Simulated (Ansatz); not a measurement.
## CH5FSeSn, SMILES [CH3][SnH]([F])[SeH]: a comparison of dispersion corrections, step by step

With the Python package of Ansatz (0.2.0).

The cells in order, each with its output:

In [1]:
```python
import ansatz
```

In [2]:
```python
GEOMETRY = '''
C    -0.15460    0.48310   -1.23260
Sn    0.53460   -0.66430    0.37590
F     2.13090    0.14250    1.06190
Se   -1.14910   -0.74710    2.21530
H    -1.12890    0.06250   -1.66150
H    -0.42380    1.56780   -0.88060
H     0.58830    0.57920   -2.04270
H     0.91940   -2.26310   -0.20150
H    -1.22820    0.79310    2.34860
'''
```

In [3]:
```python
geometry = ansatz.Crystal.molecule()
for line in GEOMETRY.strip().splitlines():
    symbol, *xyz = line.split()
    geometry = geometry.atom(symbol, [float(v) for v in xyz])
```

In [4]:
```python
setup = geometry.calculation().basis(gaussian='def2-SVP')
for name in ['pbe', 'blyp']:
    for correction in ('d3bj', 'd4'):
        data = setup.functional(name, dispersion=correction).run().report
        print(f'{name:8s} {correction:5s} total {data["free_energy_ev"]:.5f} eV, of which dispersion {1000 * data["dispersion"]["energy"]["ev"]:.2f} meV')
```
```text
pbe      d3bj  total -74992.64622 eV, of which dispersion -191.74 meV
pbe      d4    total -74992.65252 eV, of which dispersion -198.03 meV
blyp     d3bj  total -75005.30852 eV, of which dispersion -437.69 meV
blyp     d4    total -75005.28718 eV, of which dispersion -416.35 meV
```

What to keep in mind:
- The settings weren't tested for convergence.
- The geometry is a force-field or estimated start, not a minimum of this method, and the basis set is short of its limit. D4 holds the three-body term, and d3bj doesn't.
- def2 sets replace the cores of elements past krypton by effective core potentials.
- Wall time of the script: 13 s on 1 thread of Arm Neoverse V1 (shared host), peak memory 0.21 GiB.

(Lines on the test bed's own set-up are left out of the output.)
